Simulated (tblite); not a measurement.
# C4H9BCl2N2: the cost of one run

Computed with tblite 0.8.0 and PySCF 2.14.0, with density-fitted response routines of our own, on a single molecule in the gas phase. Atoms are numbered from 0 throughout.

**1. The starting structure**

18 atoms, charge 0, multiplicity 1; geometry from: force field or distance geometry start.

Bonds of the start (Å): C0–N1 1.14, N1–B2 1.51, B2–C3 1.61, C3–Cl4 1.78, C3–Cl5 1.79, B2–N6 1.56, N6–C7 1.46, N6–C8 1.47, C0–H9 1.06, B2–H10 1.19, C3–H11 1.10, C7–H12 1.12, C7–H13 1.11, C7–H14 1.11, C8–H15 1.11, C8–H16 1.11, C8–H17 1.12.

**2. Geometry optimisation with GFN2-xTB**

The job: settings as JSON, then the geometry in Å.

```
{"job": {"kind": "relax", "xc": "GFN2-xTB", "basis": "xTB"}, "charge": 0, "multiplicity": 1}
C     -0.583000     2.466100    -0.703400
N     -0.022300     1.567400    -0.277700
B      0.735200     0.393600     0.298800
C      2.019400     0.084000    -0.624000
Cl     3.188800     1.414500    -0.500200
Cl     2.811600    -1.420500    -0.068700
N     -0.204000    -0.851000     0.415900
C     -0.937600    -1.144800    -0.815900
C     -1.139400    -0.704500     1.542500
H     -1.120900     3.296000    -1.095600
H      1.120900     0.697500     1.378900
H      1.720800    -0.043300    -1.676600
H     -1.666800    -0.337000    -1.063300
H     -0.240900    -1.301200    -1.671800
H     -1.514600    -2.089200    -0.702400
H     -1.763100    -1.618500     1.665100
H     -0.589300    -0.565600     2.499400
H     -1.823600     0.162700     1.387200
```

The run is started by

```bash
$ OMP_NUM_THREADS=1 python probes_run.py task.json out
```

One launch serves the whole session: the jobs run in the order shown.

**Question.** How long does this first job take on 1 thread of Arm Neoverse V1, shared host, and how much memory does it need?

About 1.9 s, with a peak of 0.18 GiB.
